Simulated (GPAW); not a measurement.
Write an ASE script for GPAW 26.7.0 that does the following.

| Property | Result |
| --- | --- |
| Task | single point |
| Functional | LDA |
| Potentials or basis | the program's PAW data sets (release 1.2.1) made for this functional |
| Cutoff | 800 eV |
| Basis | pw |
| k mesh | 5 × 5 × 5 |
| Occupations | gaussian, width 0.05 eV |
| Spin | no spin polarisation |
| Hubbard terms | Dy f U = 2 eV |
| Maxiter | 150 |

The structure of DyTe lies in POSCAR:

```
DyTe
1.0
    4.1040159500      0.0000000000      0.0000000000
   -2.0520079800      3.5541820700      0.0000000000
    0.0000000000      0.0000000000      4.0053162400
Dy Te
1 1
Direct
    0.0000000000      0.0000000000      0.0000000000
    0.6666666667      0.3333333333      0.5000000000
```

The cell comes from a database or a generator and needn't be the stable form of this composition.

These files were run (other wordings do the same):

run.py

```python
from ase.dft.bandgap import bandgap
from ase.io import read, write
from ase.units import GPa
from gpaw import GPAW, PW

atoms = read('POSCAR')

calc = GPAW(mode=PW(800),
            xc='LDA',
            kpts={'size': (5, 5, 5), 'gamma': True},
            occupations={'name': 'methfessel-paxton', 'order': 0, 'width': 0.05},
            setups={'Dy': ':f,2.0'},
            nbands=27,
            convergence={'density': 1e-05, 'energy': 1e-05},
            maxiter=150,
            txt='gpaw.txt')
atoms.calc = calc
energy = atoms.get_potential_energy()
forces = atoms.get_forces()
stress = atoms.get_stress()
calc.write('gs.gpw')
write('result.traj', atoms)
print(f'Energy: {energy:.6f} eV')
print('Forces (eV/A):')
print(forces.round(4))
print('Stress (GPa):', (stress / GPa).round(3))
print('Fermi level:', round(calc.get_fermi_level(), 4), 'eV')
print(f'Gap: {bandgap(calc)[0]:.4f} eV, direct: {bandgap(calc, direct=True)[0]:.4f} eV')
```

Potentials or basis: the program's PAW data sets (release 1.2.1) made for this functional, pw.

The run is started by

```bash
$ OMP_NUM_THREADS=1 python run.py
```

Results of the run:

```json
{
  "Pressure": "1.1 GPa",
  "Band gap on the k mesh": "0.03 eV, indirect (least direct gap 0.05 eV)"
}
```

Caveat: one-centre terms of the f shell are cut off; spin-orbit coupling is left out, which moves the levels of the heavy elements; an odd mesh through Γ misses points on the zone boundary, where band edges often lie.

It took 45 s on 1 thread of AMD EPYC 9R45 96-Core Processor (Zen 5), on a shared host, peak memory 0.25 GiB.
